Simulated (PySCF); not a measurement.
# BeC with other numerical set-ups

Aim: see how much the energy and properties of BeC depend on the numerical set-up.

Computed with PySCF 2.14.0. Level: each script names its method and basis.

5 further runs of the same task are left out: 5 that didn't finish.

**1. Where the work starts**

BeC: 2 atoms, charge 0, spin multiplicity 1.

Bond lengths: Be1–C2 1.586 Å.

**2. The base run**

input.py

```python
from pyscf import gto, scf, cc

mol = gto.M(
    atom='Be 0 0 0; C 0 0 1.586',
    basis='lanl2dz',
    charge=0,
    spin=0,
    symmetry=True,
    verbose=3,
)
mf = scf.RHF(mol)
mf.kernel()
mycc = cc.CCSD(mf, frozen=1)
mycc.kernel()
e = mycc.ipccsd(nroots=6)[0]
print('roots (eV) =', (e*27.211386).round(3))
mf.dip_moment()
print('orbital energies (hartree):', mf.mo_energy[..., max(0, mol.nelec[1]-3):mol.nelec[0]+3].round(4))
```

On the command line:

```bash
OMP_NUM_THREADS=1 python input.py
```

Its log is not repeated here.

It gives: E(SCF) = -52.095583 Eh, E(CCSD) − E(SCF) = -0.12204 Eh, μ = 4.51 D, ionisation roots 7.260, 7.260, 7.530, 7.699, 7.699 eV.

The bond length is a typed value, not an optimised one.

**3. Spin-free X2C on**

Run 1 changes spin-free X2C: off → on.

input.py

```python
from pyscf import gto, scf, cc

mol = gto.M(
    atom='Be 0 0 0; C 0 0 1.586',
    basis='lanl2dz',
    charge=0,
    spin=0,
    symmetry=True,
    verbose=3,
)
mf = scf.RHF(mol)
mf = mf.sfx2c1e()
mf.kernel()
mycc = cc.CCSD(mf, frozen=1)
mycc.kernel()
e = mycc.ipccsd(nroots=6)[0]
print('roots (eV) =', (e*27.211386).round(3))
mf.dip_moment()
print('orbital energies (hartree):', mf.mo_energy[..., max(0, mol.nelec[1]-3):mol.nelec[0]+3].round(4))
```

On the command line:

```bash
OMP_NUM_THREADS=1 python input.py
```

**4. 6-31g**

Run 2 changes basis set: lanl2dz → 6-31g.

Changes to input.py since step 2:

```diff
@@ -4,3 +4,3 @@
     atom='Be 0 0 0; C 0 0 1.586',
-    basis='lanl2dz',
+    basis='6-31g',
     charge=0,
```

**5. 6-311g****

Run 3 changes basis set: lanl2dz → 6-311g**.

Changes to input.py since step 2:

```diff
@@ -4,3 +4,3 @@
     atom='Be 0 0 0; C 0 0 1.586',
-    basis='lanl2dz',
+    basis='6-311g**',
     charge=0,
```

**6. 6-311++g****

Run 4 changes basis set: lanl2dz → 6-311++g**.

Changes to input.py since step 2:

```diff
@@ -4,3 +4,3 @@
     atom='Be 0 0 0; C 0 0 1.586',
-    basis='lanl2dz',
+    basis='6-311++g**',
     charge=0,
```

**7. 3-21g**

Run 5 changes basis set: lanl2dz → 3-21g.

Changes to input.py since step 2:

```diff
@@ -4,3 +4,3 @@
     atom='Be 0 0 0; C 0 0 1.586',
-    basis='lanl2dz',
+    basis='3-21g',
     charge=0,
```

Before running it: what results should come out? Wanted: for each run, E(SCF); from base; gap; SCF dipole; after the SCF.

The runs gave:

```tsv
run	E(SCF) (hartree)	from base (eV)	gap (eV)	SCF dipole (D)	functions	after the SCF
base	-52.095583	0	6.11	4.51	18	CCSD correlation -3.321 eV, core frozen, first root 7.26 eV
spin-free X2C on	-52.112225	-0.4528	6.11	4.51	18	CCSD correlation -3.322 eV, core frozen, first root 7.26 eV
6-31g	-52.083989	+0.3155	6.22	4.13	18	CCSD correlation -3.429 eV, core frozen, first root 7.05 eV
6-311g**	-52.106505	-0.2972	6.00	4.55	36	CCSD correlation -6.040 eV, core frozen, first root 8.22 eV
6-311++g**	-52.108342	-0.3472	5.95	4.93	44	CCSD correlation -6.039 eV, core frozen, first root 8.26 eV
3-21g	-51.810212	+7.7653	6.19	4.03	18	CCSD correlation -3.358 eV, core frozen, first root 7.13 eV
```

**Reading.** Of the runs whose energies can be compared, “3-21g” moves the SCF energy most (+7.765 eV). Scalar relativity lowers the total energy by 0.45 eV, nearly all of it in the inner shells; a basis contracted without relativity catches only part of it. 6-31g (18 functions) gives an energy 0.32 eV higher than lanl2dz (18). 6-311g** (36 functions) gives an energy 0.30 eV lower than lanl2dz (18). 6-311++g** (44 functions) gives an energy 0.35 eV lower than lanl2dz (18). 3-21g (18 functions) gives an energy 7.77 eV higher than lanl2dz (18).
